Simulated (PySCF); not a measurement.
# H2: levels of theory, part 2 of 2

The task, for H2: compare levels of theory; the runs are relaxation and vibrations and intensities.

PySCF 2.14.0; relaxation, b3lyp, aug-cc-pvtz, and further levels as typed in the inputs. The steps go on from the part before.

**4. Relaxation: relaxation, pbe0, aug-cc-pvtz**

Contents of run.py:

```python
from pyscf import gto, dft
from pyscf.geomopt.geometric_solver import optimize
mol = gto.M(atom="mol.xyz", basis="aug-cc-pvtz", verbose=4)
mf = dft.RKS(mol, xc="pbe0").density_fit().run(conv_tol=1e-9)
m = optimize(mf, maxsteps=60)
print("optimised structure (A):")
for k in range(m.natm): print(m.atom_symbol(k), *(f"{x:.8f}" for x in m.atom_coords(unit="A")[k]))
```

On the command line:

```sh
python run.py
```

Output:

```text
[INPUT] num. atoms = 2
[INPUT] num. electrons = 2
[INPUT] charge = 0
[INPUT] spin (= nelec alpha-beta = 2S) = 0
[INPUT] symmetry False subgroup None
[INPUT] Mole.unit = angstrom
[INPUT] Symbol           X                Y                Z      unit          X                Y                Z       unit  Magmom
[INPUT]  1 H      0.000000000000   0.000000000000   0.000000000000 AA    0.000000000000   0.000000000000   0.000000000000 Bohr   0.0
[INPUT]  2 H      0.000000000000   0.000000000000   0.740000000000 AA    0.000000000000   0.000000000000   1.398397332178 Bohr   0.0

nuclear repulsion = 0.715104339081081
number of shells = 18
number of NR pGTOs = 50
number of NR cGTOs = 46
basis = aug-cc-pvtz
ecp = {}

******** <class 'pyscf.df.df_jk.DFRKS'> ********
method = DFRKS
initial guess = minao
damping factor = 0
level_shift factor = 0
DIIS = <class 'pyscf.scf.diis.CDIIS'>
diis_start_cycle = 1
diis_space = 8
diis_damp = 0
SCF conv_tol = 1e-09
SCF conv_tol_grad = None
SCF max_cycles = 50
direct_scf = False
XC library pyscf.dft.libxc version 7.0.0
    S. Lehtola, C. Steigemann, M. J.T. Oliveira, and M. A.L. Marques.,  SoftwareX 7, 1–5 (2018)
XC functionals = pbe0
    C. Adamo and V. Barone.,  J. Chem. Phys. 110, 6158 (1999)
    M. Ernzerhof and G. E. Scuseria.,  J. Chem. Phys. 110, 5029 (1999)
radial grids:
    Treutler-Ahlrichs [JCP 102, 346 (1995); DOI:10.1063/1.469408] (M4) radial grids

becke partition: Becke, JCP 88, 2547 (1988); DOI:10.1063/1.454033
pruning grids: <function nwchem_prune at 0x7633db66b100>
grids dens level: 3
symmetrized grids: False
atomic radii adjust function: <function treutler_atomic_radii_adjust at 0x7633db6940e0>
small_rho_cutoff = 0
Set gradient conv threshold to 3.16228e-05
Initial guess from minao.
tot grids = 19616
******** <class 'pyscf.df.df.DF'> ********
auxbasis = aug-cc-pvtz-jkfit
init E= -0.9352167634917
  HOMO = -0.466374991432087  LUMO = 0.0144780227430229  gap/eV = 13.08468
cycle= 1 E= -1.16823043740115  delta_E= -0.233  |g|= 0.0263  |ddm|= 0.663
  HOMO = -0.435308581814203  LUMO = 0.0267441694116433  gap/eV = 12.57310
cycle= 2 E= -1.1684738789908  delta_E= -0.000243  |g|= 0.00414  |ddm|= 0.0215
  HOMO = -0.441295382518939  LUMO = 0.0257542641891793  gap/eV = 12.70907
cycle= 3 E= -1.16848035499579  delta_E= -6.48e-06  |g|= 9.25e-05  |ddm|= 0.0026
  HOMO = -0.441248562942847  LUMO = 0.0258044445033519  gap/eV = 12.70916
cycle= 4 E= -1.16848035880221  delta_E= -3.81e-09  |g|= 4.4e-06  |ddm|= 0.000113
  HOMO = -0.441246632482762  LUMO = 0.0258062026550075  gap/eV = 12.70915
cycle= 5 E= -1.16848035881107  delta_E= -8.86e-12  |g|= 5.2e-08  |ddm|= 6.05e-06
  HOMO = -0.441246647529836  LUMO = 0.025806179646943  gap/eV = 12.70915
Extra cycle  E= -1.16848035881107  delta_E= -2e-15  |g|= 5.07e-09  |ddm|= 1.39e-07
converged SCF energy = -1.16848035881107
Create scanner for <class 'pyscf.df.grad.rks.Gradients'>
Create scanner for <class 'pyscf.df.df_jk.DFRKS'>

Geometry optimization cycle 1
Cartesian coordinates (Angstrom)
 Atom        New coordinates             dX        dY        dZ
   H   0.000000   0.000000   0.000000    0.000000  0.000000  0.000000
   H   0.000000   0.000000   0.740000    0.000000  0.000000  0.000000

WARN: Mole.unit (angstrom) is changed to Bohr

New geometry
   1 H      0.000000000000   0.000000000000   0.000000000000 AA    0.000000000000   0.000000000000   0.000000000000 Bohr
   2 H      0.000000000000   0.000000000000   0.740000000000 AA    0.000000000000   0.000000000000   1.398397332178 Bohr

******** <class 'pyscf.scf.hf.DFRKS_Scanner'> ********
method = DFRKS_Scanner
initial guess = minao
damping factor = 0
level_shift factor = 0
DIIS = <class 'pyscf.scf.diis.CDIIS'>
diis_start_cycle = 1
diis_space = 8
diis_damp = 0
SCF conv_tol = 1e-09
SCF conv_tol_grad = None
SCF max_cycles = 50
direct_scf = False
XC library pyscf.dft.libxc version 7.0.0
    S. Lehtola, C. Steigemann, M. J.T. Oliveira, and M. A.L. Marques.,  SoftwareX 7, 1–5 (2018)
XC functionals = pbe0
    C. Adamo and V. Barone.,  J. Chem. Phys. 110, 6158 (1999)
    M. Ernzerhof and G. E. Scuseria.,  J. Chem. Phys. 110, 5029 (1999)
radial grids:
    Treutler-Ahlrichs [JCP 102, 346 (1995); DOI:10.1063/1.469408] (M4) radial grids

becke partition: Becke, JCP 88, 2547 (1988); DOI:10.1063/1.454033
pruning grids: <function nwchem_prune at 0x7633db66b100>
grids dens level: 3
symmetrized grids: False
atomic radii adjust function: <function treutler_atomic_radii_adjust at 0x7633db6940e0>
small_rho_cutoff = 0
Set gradient conv threshold to 3.16228e-05
tot grids = 19616
******** <class 'pyscf.df.df.DF'> ********
auxbasis = aug-cc-pvtz-jkfit
init E= -1.16848035881107
  HOMO = -0.441246647490068  LUMO = 0.0258061783262868  gap/eV = 12.70915
cycle= 1 E= -1.16848035881107  delta_E= 8.88e-16  |g|= 5.87e-10  |ddm|= 1.43e-08
  HOMO = -0.441246647679348  LUMO = 0.0258061782197611  gap/eV = 12.70915
Extra cycle  E= -1.16848035881107  delta_E= -4.44e-16  |g|= 6.99e-11  |ddm|= 1.54e-09
converged SCF energy = -1.16848035881107

******** <class 'pyscf.grad.rhf.Gradients_Scanner'> for <class 'pyscf.scf.hf.DFRKS_Scanner'> ********
unit = Eh/Bohr
grid_response = False
--------------- DFRKS_Scanner gradients ---------------
         x                y                z
0 H    -0.0000000000    -0.0000000000     0.0038390808
1 H     0.0000000000     0.0000000000    -0.0038390808
----------------------------------------------
cycle 1: E = -1.16848035881  dE = -1.16848  norm(grad) = 0.00542928

Geometry optimization cycle 2
Cartesian coordinates (Angstrom)
 Atom        New coordinates             dX        dY        dZ
   H   0.000000   0.000000  -0.002595    0.000000  0.000000 -0.002595
   H  -0.000000  -0.000000   0.742595   -0.000000 -0.000000  0.002595
New geometry
   1 H      0.000000000000   0.000000000000  -0.002595278651 AA    0.000000000000   0.000000000000  -0.004904365867 Bohr
   2 H     -0.000000000000  -0.000000000000   0.742595278651 AA   -0.000000000000  -0.000000000000   1.403301698045 Bohr

******** <class 'pyscf.scf.hf.DFRKS_Scanner'> ********
method = DFRKS_Scanner
initial guess = minao
damping factor = 0
level_shift factor = 0
DIIS = <class 'pyscf.scf.diis.CDIIS'>
diis_start_cycle = 1
diis_space = 8
diis_damp = 0
SCF conv_tol = 1e-09
SCF conv_tol_grad = None
SCF max_cycles = 50
direct_scf = False
XC library pyscf.dft.libxc version 7.0.0
    S. Lehtola, C. Steigemann, M. J.T. Oliveira, and M. A.L. Marques.,  SoftwareX 7, 1–5 (2018)
XC functionals = pbe0
    C. Adamo and V. Barone.,  J. Chem. Phys. 110, 6158 (1999)
    M. Ernzerhof and G. E. Scuseria.,  J. Chem. Phys. 110, 5029 (1999)
radial grids:
    Treutler-Ahlrichs [JCP 102, 346 (1995); DOI:10.1063/1.469408] (M4) radial grids

becke partition: Becke, JCP 88, 2547 (1988); DOI:10.1063/1.454033
pruning grids: <function nwchem_prune at 0x7633db66b100>
grids dens level: 3
symmetrized grids: False
atomic radii adjust function: <function treutler_atomic_radii_adjust at 0x7633db6940e0>
small_rho_cutoff = 0
Set gradient conv threshold to 3.16228e-05
tot grids = 19616
******** <class 'pyscf.df.df.DF'> ********
auxbasis = aug-cc-pvtz-jkfit
init E= -1.16687334197012
  HOMO = -0.44142782262538  LUMO = 0.0247810657083617  gap/eV = 12.68619
cycle= 1 E= -1.16849948616963  delta_E= -0.00163  |g|= 0.000794  |ddm|= 0.0017
  HOMO = -0.439946213462326  LUMO = 0.0254950738521222  gap/eV = 12.66530
cycle= 2 E= -1.16849977896387  delta_E= -2.93e-07  |g|= 0.00015  |ddm|= 0.000743
  HOMO = -0.440153994312883  LUMO = 0.0254454193819175  gap/eV = 12.66961
cycle= 3 E= -1.1684997863918  delta_E= -7.43e-09  |g|= 4.78e-06  |ddm|= 8.51e-05
  HOMO = -0.440158639046171  LUMO = 0.025441903815431  gap/eV = 12.66964
cycle= 4 E= -1.16849978639804  delta_E= -6.24e-12  |g|= 1.93e-07  |ddm|= 2.97e-06
  HOMO = -0.440158848728367  LUMO = 0.0254417482251106  gap/eV = 12.66964
Extra cycle  E= -1.16849978639805  delta_E= -1.29e-14  |g|= 1.63e-08  |ddm|= 1.48e-07
converged SCF energy = -1.16849978639805

******** <class 'pyscf.grad.rhf.Gradients_Scanner'> for <class 'pyscf.scf.hf.DFRKS_Scanner'> ********
unit = Eh/Bohr
grid_response = False
--------------- DFRKS_Scanner gradients ---------------
         x                y                z
0 H    -0.0000000000     0.0000000000     0.0001425105
1 H     0.0000000000    -0.0000000000    -0.0001425105
----------------------------------------------
cycle 2: E = -1.1684997864  dE = -1.94276e-05  norm(grad) = 0.00020154

Geometry optimization cycle 3
Cartesian coordinates (Angstrom)
 Atom        New coordinates             dX        dY        dZ
   H   0.000000   0.000000  -0.002695    0.000000 -0.000000 -0.000100
   H  -0.000000  -0.000000   0.742695   -0.000000  0.000000  0.000100
New geometry
   1 H      0.000000000000   0.000000000000  -0.002695332039 AA    0.000000000000   0.000000000000  -0.005093439369 Bohr
   2 H     -0.000000000000  -0.000000000000   0.742695332039 AA   -0.000000000000  -0.000000000000   1.403490771547 Bohr

******** <class 'pyscf.scf.hf.DFRKS_Scanner'> ********
method = DFRKS_Scanner
initial guess = minao
damping factor = 0
level_shift factor = 0
DIIS = <class 'pyscf.scf.diis.CDIIS'>
diis_start_cycle = 1
diis_space = 8
diis_damp = 0
SCF conv_tol = 1e-09
SCF conv_tol_grad = None
SCF max_cycles = 50
direct_scf = False
XC library pyscf.dft.libxc version 7.0.0
    S. Lehtola, C. Steigemann, M. J.T. Oliveira, and M. A.L. Marques.,  SoftwareX 7, 1–5 (2018)
XC functionals = pbe0
    C. Adamo and V. Barone.,  J. Chem. Phys. 110, 6158 (1999)
    M. Ernzerhof and G. E. Scuseria.,  J. Chem. Phys. 110, 5029 (1999)
radial grids:
    Treutler-Ahlrichs [JCP 102, 346 (1995); DOI:10.1063/1.469408] (M4) radial grids

becke partition: Becke, JCP 88, 2547 (1988); DOI:10.1063/1.454033
pruning grids: <function nwchem_prune at 0x7633db66b100>
grids dens level: 3
symmetrized grids: False
atomic radii adjust function: <function treutler_atomic_radii_adjust at 0x7633db6940e0>
small_rho_cutoff = 0
Set gradient conv threshold to 3.16228e-05
tot grids = 19616
******** <class 'pyscf.df.df.DF'> ********
auxbasis = aug-cc-pvtz-jkfit
init E= -1.16843737431119
  HOMO = -0.440165884994447  LUMO = 0.0254021596715994  gap/eV = 12.66875
cycle= 1 E= -1.16849981335074  delta_E= -6.24e-05  |g|= 3.05e-05  |ddm|= 6.54e-05
  HOMO = -0.440108868640716  LUMO = 0.0254296246980703  gap/eV = 12.66795
cycle= 2 E= -1.16849981378437  delta_E= -4.34e-10  |g|= 5.79e-06  |ddm|= 2.86e-05
  HOMO = -0.440118272464683  LUMO = 0.0254273748684668  gap/eV = 12.66814
Extra cycle  E= -1.16849981379509  delta_E= -1.07e-11  |g|= 8.52e-07  |ddm|= 3.85e-06
converged SCF energy = -1.16849981379509

******** <class 'pyscf.grad.rhf.Gradients_Scanner'> for <class 'pyscf.scf.hf.DFRKS_Scanner'> ********
unit = Eh/Bohr
grid_response = False
--------------- DFRKS_Scanner gradients ---------------
         x                y                z
0 H     0.0000000000    -0.0000000000     0.0000027636
1 H    -0.0000000000     0.0000000000    -0.0000027636
----------------------------------------------
cycle 3: E = -1.1684998138  dE = -2.7397e-08  norm(grad) = 3.90833e-06
optimised structure (A):
H 0.00000000 0.00000000 -0.00269533
H -0.00000000 -0.00000000 0.74269533
```

Run time: 2.5 s. Hardware: 2 threads of AMD EPYC, shared host.

**5. Vibrations and intensities: vibrations and intensities, pbe0, aug-cc-pvtz**

It takes the final geometry of step 4.

Contents of run.py:

```python
from pyscf import gto, dft
from pyscf.hessian import thermo
import numpy as np
mol = gto.M(atom="mol.xyz", basis="aug-cc-pvtz", verbose=4)
mf = dft.RKS(mol, xc="pbe0").density_fit().run(conv_tol=1e-9)
mol.verbose = 0; x = mol.atom_coords(); n = x.size; h = np.zeros((n, n + 3))
def point(d):  # for finite differences of the forces
    m = mol.set_geom_(x + d.reshape(-1, 3), unit="Bohr", inplace=False); s = dft.RKS(m, xc="pbe0").density_fit()
    s.grids.level = 4
    s.run(mf.make_rdm1(), conv_tol=1e-10); g = s.nuc_grad_method(); g.grid_response = True
    return np.append(g.kernel(), s.dip_moment(unit="AU", verbose=0))
for k in range(n): d = np.zeros(n); d[k] = 0.01; h[k] = (point(d) - point(-d)) / 0.02
H = (h[:, :n] + h[:, :n].T) / 2
f = thermo.harmonic_analysis(mol, H.reshape(mol.natm, 3, mol.natm, 3).transpose(0, 2, 1, 3))
print("harmonic vibrations: frequency (1/cm), infrared intensity (km/mol)")
for w, q in zip(f["freq_wavenumber"], f["norm_mode"]): t = q.ravel() @ h[:, n:]; print(f"  {w.real - w.imag:9.2f} {974.88 * t @ t:9.2f}")
```

On the command line:

```sh
python run.py
```

Output:

```text
[INPUT] num. atoms = 2
[INPUT] num. electrons = 2
[INPUT] charge = 0
[INPUT] spin (= nelec alpha-beta = 2S) = 0
[INPUT] symmetry False subgroup None
[INPUT] Mole.unit = angstrom
[INPUT] Symbol           X                Y                Z      unit          X                Y                Z       unit  Magmom
[INPUT]  1 H      0.000000000000   0.000000000000  -0.002695330000 AA    0.000000000000   0.000000000000  -0.005093435515 Bohr   0.0
[INPUT]  2 H      0.000000000000   0.000000000000   0.742695330000 AA    0.000000000000   0.000000000000   1.403490767693 Bohr   0.0

nuclear repulsion = 0.709932709540525
number of shells = 18
number of NR pGTOs = 50
number of NR cGTOs = 46
basis = aug-cc-pvtz
ecp = {}

******** <class 'pyscf.df.df_jk.DFRKS'> ********
method = DFRKS
initial guess = minao
damping factor = 0
level_shift factor = 0
DIIS = <class 'pyscf.scf.diis.CDIIS'>
diis_start_cycle = 1
diis_space = 8
diis_damp = 0
SCF conv_tol = 1e-09
SCF conv_tol_grad = None
SCF max_cycles = 50
direct_scf = False
XC library pyscf.dft.libxc version 7.0.0
    S. Lehtola, C. Steigemann, M. J.T. Oliveira, and M. A.L. Marques.,  SoftwareX 7, 1–5 (2018)
XC functionals = pbe0
    C. Adamo and V. Barone.,  J. Chem. Phys. 110, 6158 (1999)
    M. Ernzerhof and G. E. Scuseria.,  J. Chem. Phys. 110, 5029 (1999)
radial grids:
    Treutler-Ahlrichs [JCP 102, 346 (1995); DOI:10.1063/1.469408] (M4) radial grids

becke partition: Becke, JCP 88, 2547 (1988); DOI:10.1063/1.454033
pruning grids: <function nwchem_prune at 0x7d7d85f531a0>
grids dens level: 3
symmetrized grids: False
atomic radii adjust function: <function treutler_atomic_radii_adjust at 0x7d7d85f84180>
small_rho_cutoff = 0
Set gradient conv threshold to 3.16228e-05
[... 1 set-up line as earlier in the session ...]
tot grids = 19616
******** <class 'pyscf.df.df.DF'> ********
auxbasis = aug-cc-pvtz-jkfit
init E= -0.935060492684439
  HOMO = -0.464269957082446  LUMO = 0.0140848350536218  gap/eV = 13.01670
cycle= 1 E= -1.16826216639429  delta_E= -0.233  |g|= 0.0256  |ddm|= 0.664
  HOMO = -0.434346896355585  LUMO = 0.0263509185962174  gap/eV = 12.53623
cycle= 2 E= -1.16849370411786  delta_E= -0.000232  |g|= 0.004  |ddm|= 0.021
  HOMO = -0.440169760021978  LUMO = 0.0253746782420149  gap/eV = 12.66811
cycle= 3 E= -1.16849980986352  delta_E= -6.11e-06  |g|= 9.47e-05  |ddm|= 0.00254
  HOMO = -0.440119015030915  LUMO = 0.0254257892627531  gap/eV = 12.66812
cycle= 4 E= -1.16849981378629  delta_E= -3.92e-09  |g|= 4.45e-06  |ddm|= 0.000114
  HOMO = -0.440117031959817  LUMO = 0.0254275946903039  gap/eV = 12.66811
cycle= 5 E= -1.16849981379536  delta_E= -9.07e-12  |g|= 5.43e-08  |ddm|= 6.11e-06
  HOMO = -0.440117053515453  LUMO = 0.0254275709392026  gap/eV = 12.66811
Extra cycle  E= -1.16849981379536  delta_E=    0  |g|= 5.23e-09  |ddm|= 1.41e-07
converged SCF energy = -1.16849981379536
harmonic vibrations: frequency (1/cm), infrared intensity (km/mol)
    4406.16      0.00
```

It took 8.1 s on 2 threads of AMD EPYC, shared host.

Harmonic frequencies from the force constants, with isotope-averaged masses (PySCF's default) and rigid motions projected out (i: imaginary):

| mode | cm⁻¹ | IR (km/mol) |
| --- | --- | --- |
| 1 | 4406 | 0.0 |

**6. Results**

What follows sums up all 2 parts.

| quantity | value |
| --- | --- |
| harmonic frequencies (step 3) | 4418 cm⁻¹ |
| zero-point energy (step 3) | 0.274 eV |
| harmonic frequencies (step 5) | 4406 cm⁻¹ |
| zero-point energy (step 5) | 0.273 eV |

In words: In step 3 all modes are real: a minimum. In step 5 all modes are real: a minimum.
